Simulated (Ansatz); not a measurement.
# B₂F₂H₄S₂: basis-set convergence

How large a basis does B₂F₂H₄S₂ need? Two functionals are run in growing sets.

The runs use Ansatz 0.2.0, Gaussian basis; one geometry, several basis sets.

Plan: PBE0-D4/def2-SVP; ωB97M-V/def2-SVP; PBE0-D4/def2-QZVPP; ωB97M-V/def2-QZVPP; the functionals' def2-TZVPP values are taken from earlier runs.

### 1 The geometry

The geometry comes from an earlier relaxation with PBE0-D4 in a triple-zeta def2 set; it is a stationary point, not always the lowest conformer.

SMILES `F[B@H-]1[SH+][B@@H-](F)[SH+]1`, 10 atoms, charge 0, spin multiplicity 1.

Atoms are counted from 1 here; the program's logs count them from 0.

Bond lengths: F1–B2 1.350 Å, B2–S3 2.007 Å, B2–S6 2.007 Å, B2–H7 1.198 Å, S3–B4 2.007 Å, S3–H8 1.341 Å, B4–F5 1.350 Å, B4–S6 2.007 Å, B4–H9 1.198 Å, S6–H10 1.341 Å. Angles: F1–B2–S3 111.3°, F1–B2–S6 111.3°, F1–B2–H7 118.9°, S3–B2–S6 93.7°, S3–B2–H7 109.3°, S6–B2–H7 109.3°, B2–S3–B4 82.6°, B2–S3–H8 98.7°, B4–S3–H8 98.7°, S3–B4–F5 111.3°, S3–B4–S6 93.7°, S3–B4–H9 109.3°, F5–B4–S6 111.3°, F5–B4–H9 118.9°, S6–B4–H9 109.3°, B2–S6–B4 82.6°, B2–S6–H10 98.7°, B4–S6–H10 98.7°.

As a file:

```
F    -0.8658    1.3450   -1.9782
B    -0.7347    0.3882   -1.0346
S     1.1259   -0.3645   -1.0114
B     0.9081   -0.1541    0.9729
F     2.0067    0.3967    1.5321
S    -0.5742    1.1882    0.7993
H    -1.5266   -0.5103   -1.0076
H     0.8199   -1.6665   -1.1126
H     0.4715   -1.1699    1.4341
H    -1.5478    0.4961    1.4091
```

### 2 PBE0-D4 in def2-SVP

Contents of in.yaml:

```yaml
crystal:
  periodic: [false, false, false]
  atoms:
    - {symbol: F, position_ang: [-0.865781, 1.345041, -1.978242]}
    - {symbol: B, position_ang: [-0.734680, 0.388203, -1.034592]}
    - {symbol: S, position_ang: [1.125925, -0.364526, -1.011362]}
    - {symbol: B, position_ang: [0.908065, -0.154108, 0.972879]}
    - {symbol: F, position_ang: [2.006728, 0.396748, 1.532067]}
    - {symbol: S, position_ang: [-0.574176, 1.188203, 0.799297]}
    - {symbol: H, position_ang: [-1.526624, -0.510329, -1.007650]}
    - {symbol: H, position_ang: [0.819926, -1.666455, -1.112650]}
    - {symbol: H, position_ang: [0.471461, -1.169949, 1.434076]}
    - {symbol: H, position_ang: [-1.547845, 0.496070, 1.409079]}
basis:
  gaussian: {orbitals: def2-SVP}
hamiltonian: {xc: pbe0, dispersion: d4}
output: {orbitals: {seedname: orbitals}}
```

Further steps of the session: ωB97M-V in def2-SVP; PBE0-D4 in def2-QZVPP; ωB97M-V in def2-QZVPP.

Q: Predict the results of all the runs planned. Wanted: PBE0-D4: double and triple zeta above quadruple; ωB97M-V: double and triple zeta above quadruple.

As calculated:

```
                                       quantity           value
PBE0-D4: double and triple zeta above quadruple  16.62, 1.02 eV
ωB97M-V: double and triple zeta above quadruple  16.67, 0.95 eV
```

In words: PBE0-D4 gains 15.60 eV from double to triple zeta, then 1.02 eV more. These are total energies; as a rule much of such shifts cancels in differences, which this series doesn't test. The LUMO of ωB97M-V is positive and keeps falling with the basis (1.46 to 0.68 eV): an unbound level that the basis holds in place.
